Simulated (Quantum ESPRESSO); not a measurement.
# SnSe2 in Quantum ESPRESSO: a series of runs, part 2 of 3

Quantum ESPRESSO 7.5.

### Step 4. Work function, PBE

File pw.in:

```
&CONTROL
  calculation = 'scf'
  prefix = 'pwscf'
  outdir = './tmp'
  pseudo_dir = './pseudo'
  tprnfor = .true.
  disk_io = 'low'
/
&SYSTEM
  ibrav = 0
  celldm(1) = 8
  nat = 6
  ntyp = 2
  ecutwfc = 86
  nbnd = 60
  occupations = 'smearing'
  smearing = 'fd'
  degauss = 0.00367493
/
&ELECTRONS
  conv_thr = 6d-09
  electron_maxstep = 150
  mixing_beta = 0.3
  mixing_mode = 'local-TF'
/
ATOMIC_SPECIES
Se    78.9710 Se.upf
Sn   118.7100 Sn.upf
CELL_PARAMETERS alat
  0.9002179948016  -0.0000000000000   0.0000000000000
 -0.4501089974125   0.7796116524488   0.0000000000000
  0.0000000000000   0.0000000000000   5.7177207137036
ATOMIC_POSITIONS crystal
Se     0.6666666667    0.3333333334    0.3098469356
Sn     0.0000000000    0.0000000000    0.3732312904
Se     0.3333333333    0.6666666666    0.4366156452
Se     0.6666666667    0.3333333334    0.5633843548
Sn     0.0000000000    0.0000000000    0.6267687096
Se     0.3333333333    0.6666666666    0.6901530644
K_POINTS automatic
5 5 1 0 0 0
```

File pp_density.in:

```
&INPUTPP
  prefix = 'pwscf'
  outdir = './tmp'
  filplot = 'density.dat'
  plot_num = 0
/
&PLOT
  nfile = 1
  filepp(1) = 'density.dat'
  iflag = 3
  output_format = 6
  fileout = 'density.cube'
/
```

File pp_potential.in:

```
&INPUTPP
  prefix = 'pwscf'
  outdir = './tmp'
  filplot = 'potential.dat'
  plot_num = 11
/
&PLOT
  nfile = 1
  filepp(1) = 'potential.dat'
  iflag = 3
  output_format = 6
  fileout = 'potential.cube'
/
```

File pp_elf.in:

```
&INPUTPP
  prefix = 'pwscf'
  outdir = './tmp'
  filplot = 'elf.dat'
  plot_num = 8
/
&PLOT
  nfile = 1
  filepp(1) = 'elf.dat'
  iflag = 3
  output_format = 6
  fileout = 'elf.cube'
/
```

Potentials or basis: PseudoDojo 0.4.1 SR PBE standard.

Launch:

```console
> OMP_NUM_THREADS=1 mpirun -n 2 pw.x -in pw.in > pw.out
> OMP_NUM_THREADS=1 mpirun -n 1 pp.x -in pp_density.in > pp_density.out
> OMP_NUM_THREADS=1 mpirun -n 1 pp.x -in pp_potential.in > pp_potential.out
> OMP_NUM_THREADS=1 mpirun -n 1 pp.x -in pp_elf.in > pp_elf.out
```

pw.out:

```text
This program is part of the open-source Quantum ESPRESSO suite
     for quantum simulation of materials; please cite
         "P. Giannozzi et al., J. Phys.:Condens. Matter 21 395502 (2009);
         "P. Giannozzi et al., J. Phys.:Condens. Matter 29 465901 (2017);
         "P. Giannozzi et al., J. Chem. Phys. 152 154105 (2020);
     in publications or presentations arising from this work. More details at

     Message from routine setup:
     using ibrav=0 with symmetry is DISCOURAGED, use correct ibrav instead

     Subspace diagonalization in iterative solution of the eigenvalue problem:
     a serial algorithm will be used

     --------------------
     sticks:   dense  smooth     PW     G-vecs:    dense   smooth      PW
     Min         618     618    174               110718   110718   16384
     Max         619     619    175               110737   110737   16399
     Sum        1237    1237    349               221455   221455   32783

     Using Slab Decomposition

[... 237 lines left out ...]
   -19.8428 -19.8428 -19.8172 -19.8172 -19.8091 -19.8090 -10.6723 -10.6331
   -10.3415 -10.3205  -5.9203  -5.9185  -3.0311  -2.7969  -2.2712  -2.0903
    -1.4842  -1.4213   0.1273   0.3984   0.6530   0.9087   3.1078   3.3407
     6.5153   6.5379   6.8810   7.1840   7.4831   7.8769   7.9361   8.2303
     9.9823  10.3371  10.3396  10.5286

     the Fermi energy is     1.8295 ev

!    total energy              =   -1285.24728242 Ry
     estimated scf accuracy    <          1.9E-09 Ry
     smearing contrib. (-TS)   =      -0.00000123 Ry
     internal energy E=F+TS    =   -1285.24728119 Ry

     The total energy is F=E-TS. E is the sum of the following terms:
     one-electron contribution =   -5582.35761572 Ry
     hartree contribution      =    2798.77856757 Ry
     xc contribution           =    -282.13631211 Ry
     ewald contribution        =    1780.46807907 Ry

     convergence has been achieved in  13 iterations

     Forces acting on atoms (cartesian axes, Ry/au):

     atom    1 type  1   force =     0.00000000   -0.00000000   -0.03128222
     atom    2 type  2   force =     0.00000000    0.00000000   -0.00125256
     atom    3 type  1   force =     0.00000000    0.00000000    0.02857484
     atom    4 type  1   force =     0.00000000    0.00000000   -0.02857484
     atom    5 type  2   force =     0.00000000    0.00000000    0.00125256
     atom    6 type  1   force =     0.00000000    0.00000000    0.03128222

     Total force =     0.059944     Total SCF correction =     0.000429

=------------------------------------------------------------------------------=
   JOB DONE.
=------------------------------------------------------------------------------=
```

pp_density.out:

```text
This program is part of the open-source Quantum ESPRESSO suite
     for quantum simulation of materials; please cite
         "P. Giannozzi et al., J. Phys.:Condens. Matter 21 395502 (2009);
         "P. Giannozzi et al., J. Phys.:Condens. Matter 29 465901 (2017);
         "P. Giannozzi et al., J. Chem. Phys. 152 154105 (2020);
     in publications or presentations arising from this work. More details at

     IMPORTANT: XC functional enforced from input :
     Exchange-correlation= PBE
                           (   1   4   3   4   0   0   0)
     Any further DFT definition will be discarded
     Please, verify this is what you really want

     G-vector sticks info
     --------------------
     sticks:   dense  smooth     PW     G-vecs:    dense   smooth      PW
     Sum        1237    1237    349               221455   221455   32783

     Using Slab Decomposition

     Calling punch_plot, plot_num =   0
     Writing data to file  density.dat
     Reading data from file  density.dat

     Writing data to be plotted to file density.cube
     Plot Type: 3D                     Output format: Gaussian cube

=------------------------------------------------------------------------------=
   JOB DONE.
=------------------------------------------------------------------------------=
```

Run time: 2.4 min. Hardware: 2 MPI ranks of Arm Neoverse V1, shared host; peak memory 0.54 GiB.

What came out:

| Quantity | Value |
| --- | --- |
| Free energy | -17486.6801 eV |
| Largest force | 0.804 eV/Å |
| Band gap on the k mesh | 1.05 eV, indirect (least direct gap 1.26 eV) |
| Ionisation potential of the upper face | 6.06 eV |
| Electron affinity of the upper face | 5.01 eV |

Forces on the atoms (eV/Å):
```
Se   0.000  0.000 -0.804
Sn   0.000  0.000 -0.032
Se   0.000  0.000  0.735
Se   0.000  0.000 -0.735
Sn   0.000  0.000  0.032
Se   0.000  0.000  0.804
```

Caveat: ionisation potential and electron affinity come from Kohn-Sham levels, which understate the gap; spin-orbit coupling is left out, which moves the levels of the heavy elements; the cell's inner coordinates are idealised or old, which leaves forces on the atoms.

### Step 5. Work function, PBE

pw.in: that of step 4 with these lines changed.

```diff
@@ -17,3 +17,3 @@
   smearing = 'fd'
-  degauss = 0.00367493
+  degauss = 0.00734986
 /
```

pp_density.in is that of step 4.

pp_potential.in is that of step 4.

pp_elf.in is that of step 4.

Potentials or basis: PseudoDojo 0.4.1 SR PBE standard.

Launch:

```console
> OMP_NUM_THREADS=1 mpirun -n 2 pw.x -in pw.in > pw.out
> OMP_NUM_THREADS=1 mpirun -n 1 pp.x -in pp_density.in > pp_density.out
> OMP_NUM_THREADS=1 mpirun -n 1 pp.x -in pp_potential.in > pp_potential.out
> OMP_NUM_THREADS=1 mpirun -n 1 pp.x -in pp_elf.in > pp_elf.out
```

pw.out:

```text
This program is part of the open-source Quantum ESPRESSO suite
     for quantum simulation of materials; please cite
         "P. Giannozzi et al., J. Phys.:Condens. Matter 21 395502 (2009);
         "P. Giannozzi et al., J. Phys.:Condens. Matter 29 465901 (2017);
         "P. Giannozzi et al., J. Chem. Phys. 152 154105 (2020);
     in publications or presentations arising from this work. More details at

     Message from routine setup:
     using ibrav=0 with symmetry is DISCOURAGED, use correct ibrav instead

     Subspace diagonalization in iterative solution of the eigenvalue problem:
     a serial algorithm will be used

     --------------------
     sticks:   dense  smooth     PW     G-vecs:    dense   smooth      PW
     Min         618     618    174               110718   110718   16384
     Max         619     619    175               110737   110737   16399
     Sum        1237    1237    349               221455   221455   32783

     Using Slab Decomposition

[... 237 lines left out ...]
   -19.8420 -19.8420 -19.8165 -19.8165 -19.8083 -19.8083 -10.6729 -10.6337
   -10.3421 -10.3211  -5.9204  -5.9185  -3.0314  -2.7972  -2.2715  -2.0906
    -1.4845  -1.4216   0.1268   0.3980   0.6524   0.9082   3.1075   3.3404
     6.5151   6.5377   6.8808   7.1837   7.4829   7.8767   7.9358   8.2301
     9.9821  10.3368  10.3394  10.5285

     the Fermi energy is     1.8488 ev

!    total energy              =   -1285.24733524 Ry
     estimated scf accuracy    <          1.9E-09 Ry
     smearing contrib. (-TS)   =      -0.00035935 Ry
     internal energy E=F+TS    =   -1285.24697589 Ry

     The total energy is F=E-TS. E is the sum of the following terms:
     one-electron contribution =   -5582.35469115 Ry
     hartree contribution      =    2798.77568750 Ry
     xc contribution           =    -282.13605130 Ry
     ewald contribution        =    1780.46807907 Ry

     convergence has been achieved in  13 iterations

     Forces acting on atoms (cartesian axes, Ry/au):

     atom    1 type  1   force =     0.00000000   -0.00000000   -0.03136718
     atom    2 type  2   force =     0.00000000    0.00000000   -0.00125758
     atom    3 type  1   force =     0.00000000    0.00000000    0.02866993
     atom    4 type  1   force =     0.00000000   -0.00000000   -0.02866993
     atom    5 type  2   force =    -0.00000000   -0.00000000    0.00125758
     atom    6 type  1   force =     0.00000000    0.00000000    0.03136718

     Total force =     0.060124     Total SCF correction =     0.000432

=------------------------------------------------------------------------------=
   JOB DONE.
=------------------------------------------------------------------------------=
```

Wall time 2.4 min (2 MPI ranks of Arm Neoverse V1, shared host); peak memory 0.54 GiB.

Results:

| Quantity | Value |
| --- | --- |
| Free energy | -17486.6808 eV |
| Largest force | 0.806 eV/Å |
| Band gap on the k mesh | 1.05 eV, indirect (least direct gap 1.26 eV) |
| Ionisation potential of the upper face | 6.06 eV |
| Electron affinity of the upper face | 5.01 eV |

Forces in eV/Å, atoms in the order of the input:
```
Se   0.000  0.000 -0.806
Sn   0.000  0.000 -0.032
Se   0.000  0.000  0.737
Se   0.000  0.000 -0.737
Sn   0.000  0.000  0.032
Se   0.000  0.000  0.806
```

Caveat: ionisation potential and electron affinity come from Kohn-Sham levels, which understate the gap; spin-orbit coupling is left out, which moves the levels of the heavy elements; the cell's inner coordinates are idealised or old, which leaves forces on the atoms.

### Step 6. Work function, PBE

pw.in: that of step 5 with these lines changed.

```diff
@@ -17,3 +17,3 @@
   smearing = 'fd'
-  degauss = 0.00734986
+  degauss = 0.01469973
 /
```

pp_density.in is that of step 5.

pp_potential.in is that of step 5.

pp_elf.in is that of step 5.

Potentials or basis: PseudoDojo 0.4.1 SR PBE standard.

Launch:

```console
> OMP_NUM_THREADS=1 mpirun -n 2 pw.x -in pw.in > pw.out
> OMP_NUM_THREADS=1 mpirun -n 1 pp.x -in pp_density.in > pp_density.out
> OMP_NUM_THREADS=1 mpirun -n 1 pp.x -in pp_potential.in > pp_potential.out
> OMP_NUM_THREADS=1 mpirun -n 1 pp.x -in pp_elf.in > pp_elf.out
```

pw.out:

```text
This program is part of the open-source Quantum ESPRESSO suite
     for quantum simulation of materials; please cite
         "P. Giannozzi et al., J. Phys.:Condens. Matter 21 395502 (2009);
         "P. Giannozzi et al., J. Phys.:Condens. Matter 29 465901 (2017);
         "P. Giannozzi et al., J. Chem. Phys. 152 154105 (2020);
     in publications or presentations arising from this work. More details at

     Message from routine setup:
     using ibrav=0 with symmetry is DISCOURAGED, use correct ibrav instead

     Subspace diagonalization in iterative solution of the eigenvalue problem:
     a serial algorithm will be used

     --------------------
     sticks:   dense  smooth     PW     G-vecs:    dense   smooth      PW
     Min         618     618    174               110718   110718   16384
     Max         619     619    175               110737   110737   16399
     Sum        1237    1237    349               221455   221455   32783

     Using Slab Decomposition

     bravais-lattice index     =            0
     lattice parameter (alat)  =       8.0000  a.u.
     unit-cell volume          =    2054.5604 (a.u.)^3
     number of atoms/cell      =            6
     number of atomic types    =            2
     number of electrons       =        92.00
     number of Kohn-Sham states=           60
     kinetic-energy cutoff     =      86.0000  Ry
     charge density cutoff     =     344.0000  Ry
     scf convergence threshold =      6.0E-09
     mixing beta               =       0.3000
     number of iterations used =            8  local-TF  mixing
     Exchange-correlation= PBE
                           (   1   4   3   4   0   0   0)

     celldm(1)=   8.000000  celldm(2)=   0.000000  celldm(3)=   0.000000
     celldm(4)=   0.000000  celldm(5)=   0.000000  celldm(6)=   0.000000

     crystal axes: (cart. coord. in units of alat)
               a(1) = (   0.900218  -0.000000   0.000000 )
               a(2) = (  -0.450109   0.779612   0.000000 )
               a(3) = (   0.000000   0.000000   5.717721 )

     reciprocal axes: (cart. coord. in units 2 pi/alat)
               b(1) = (  1.110842  0.641345 -0.000000 )
               b(2) = (  0.000000  1.282690 -0.000000 )
               b(3) = ( -0.000000 -0.000000  0.174895 )

     PseudoPot. # 1 for Se read from file:
     Se.upf
     Pseudo is Norm-conserving + core correction, Zval = 16.0
[... 43 lines left out ...]
        k(    5) = (   0.2221684   0.6413450   0.0000000), wk =   0.4800000

     Dense  grid:   221455 G-vectors     FFT dimensions: (  45,  45, 288)

     Initial potential from superposition of free atoms

     starting charge      91.9966, renormalised to      92.0000

     negative rho (up, down):  2.012E-05 0.000E+00
     Starting wfcs are   54 randomized atomic wfcs +    6 random wfcs

     Self-consistent Calculation

     iteration #  1     ecut=    86.00 Ry     beta= 0.30
     Davidson diagonalization with overlap
     ethr =  1.00E-02,  avg # of iterations =  8.2

     Threshold (ethr) on eigenvalues was too large:
     Diagonalizing with lowered threshold

     Davidson diagonalization with overlap
     ethr =  1.69E-04,  avg # of iterations =  5.8

     total energy              =   -1285.27294036 Ry
     estimated scf accuracy    <       0.15240816 Ry
[... 14 lines left out ...]
     total energy              =   -1285.24932932 Ry
     estimated scf accuracy    <       0.00142320 Ry

     iteration #  4     ecut=    86.00 Ry     beta= 0.30
     Davidson diagonalization with overlap
     c_bands:  1 eigenvalues not converged
     ethr =  1.55E-06,  avg # of iterations = 12.0

     total energy              =   -1285.24940695 Ry
     estimated scf accuracy    <       0.00046846 Ry

     iteration #  5     ecut=    86.00 Ry     beta= 0.30
     Davidson diagonalization with overlap
     ethr =  5.09E-07,  avg # of iterations =  2.0
[... 55 lines left out ...]
     iteration # 13     ecut=    86.00 Ry     beta= 0.30
     Davidson diagonalization with overlap
     ethr =  1.28E-11,  avg # of iterations =  4.0

     End of self-consistent calculation

          k = 0.0000 0.0000 0.0000 ( 27747 PWs)   bands (ev):

   -45.4581 -45.4581 -45.4581 -45.4581 -45.4323 -45.4323 -45.4323 -45.4323
   -45.4096 -45.4096 -45.4094 -45.4094 -45.3927 -45.3926 -45.3779 -45.3779
   -45.3779 -45.3779 -45.3590 -45.3590 -19.8623 -19.8623 -19.8623 -19.8623
   -19.8261 -19.8261 -19.8119 -19.8119 -19.8119 -19.8119 -12.5120 -12.4219
   -11.0374 -10.8683  -4.4212  -3.9533  -0.1840   0.6886   0.6886   0.7402
     0.7402   0.7963   1.0973   1.0973   1.1712   1.1712   2.7779   3.5009
     4.3691   4.3998   5.8763   5.8763   6.0148   6.0148   6.9062   7.0400
     8.0515   9.2171   9.8912   9.8914
[... 36 lines left out ...]
   -45.4579 -45.4579 -45.4576 -45.4576 -45.4321 -45.4321 -45.4318 -45.4318
   -45.4098 -45.4097 -45.4096 -45.4095 -45.3923 -45.3923 -45.3780 -45.3780
   -45.3780 -45.3780 -45.3586 -45.3586 -19.9034 -19.9034 -19.8591 -19.8590
   -19.8247 -19.8247 -19.7990 -19.7990 -19.7913 -19.7913 -10.6824 -10.6429
   -10.3511 -10.3303  -5.9181  -5.9163  -3.0353  -2.8007  -2.2754  -2.0942
    -1.4889  -1.4259   0.1194   0.3910   0.6446   0.9006   3.1039   3.3371
     6.5122   6.5360   6.8797   7.1809   7.4811   7.8749   7.9326   8.2283
     9.9793  10.3329  10.3372  10.5278

     the Fermi energy is     1.9129 ev

!    total energy              =   -1285.24946094 Ry
     estimated scf accuracy    <          1.9E-09 Ry
     smearing contrib. (-TS)   =      -0.00916813 Ry
     internal energy E=F+TS    =   -1285.24029281 Ry

     The total energy is F=E-TS. E is the sum of the following terms:
     one-electron contribution =   -5582.31523399 Ry
     hartree contribution      =    2798.73845969 Ry
     xc contribution           =    -282.13159758 Ry
     ewald contribution        =    1780.46807907 Ry

     convergence has been achieved in  13 iterations

     Forces acting on atoms (cartesian axes, Ry/au):

     atom    1 type  1   force =     0.00000000   -0.00000000   -0.03261413
     atom    2 type  2   force =    -0.00000000    0.00000000   -0.00134077
     atom    3 type  1   force =     0.00000000    0.00000000    0.03004963
     atom    4 type  1   force =     0.00000000   -0.00000000   -0.03004963
     atom    5 type  2   force =    -0.00000000   -0.00000000    0.00134077
     atom    6 type  1   force =     0.00000000    0.00000000    0.03261413

     Total force =     0.062745     Total SCF correction =     0.000432

=------------------------------------------------------------------------------=
   JOB DONE.
=------------------------------------------------------------------------------=
```

pp_density.out:

```text
This program is part of the open-source Quantum ESPRESSO suite
     for quantum simulation of materials; please cite
         "P. Giannozzi et al., J. Phys.:Condens. Matter 21 395502 (2009);
         "P. Giannozzi et al., J. Phys.:Condens. Matter 29 465901 (2017);
         "P. Giannozzi et al., J. Chem. Phys. 152 154105 (2020);
     in publications or presentations arising from this work. More details at

     IMPORTANT: XC functional enforced from input :
     Exchange-correlation= PBE
                           (   1   4   3   4   0   0   0)
     Any further DFT definition will be discarded
     Please, verify this is what you really want

     G-vector sticks info
     --------------------
     sticks:   dense  smooth     PW     G-vecs:    dense   smooth      PW
     Sum        1237    1237    349               221455   221455   32783

     Using Slab Decomposition

     Calling punch_plot, plot_num =   0
     Writing data to file  density.dat
     Reading data from file  density.dat

     Writing data to be plotted to file density.cube
     Plot Type: 3D                     Output format: Gaussian cube

=------------------------------------------------------------------------------=
   JOB DONE.
=------------------------------------------------------------------------------=
```

It took 2.4 min on 2 MPI ranks of Arm Neoverse V1, shared host; peak memory 0.54 GiB.

Results:

```
Free energy                            : -17486.7098 eV
Largest force                          : 0.839 eV/Å
Band gap on the k mesh                 : 1.06 eV, indirect (least direct gap 1.27 eV)
Ionisation potential of the upper face : 6.07 eV
Electron affinity of the upper face    : 5.01 eV
```

Forces on the atoms (eV/Å):
```
Se   0.000  0.000 -0.839
Sn   0.000  0.000 -0.034
Se   0.000  0.000  0.773
Se   0.000  0.000 -0.773
Sn   0.000  0.000  0.034
Se   0.000  0.000  0.839
```

Caveat: ionisation potential and electron affinity come from Kohn-Sham levels, which understate the gap; spin-orbit coupling is left out, which moves the levels of the heavy elements; the cell's inner coordinates are idealised or old, which leaves forces on the atoms.

(Part 2 of 3 ends here.)
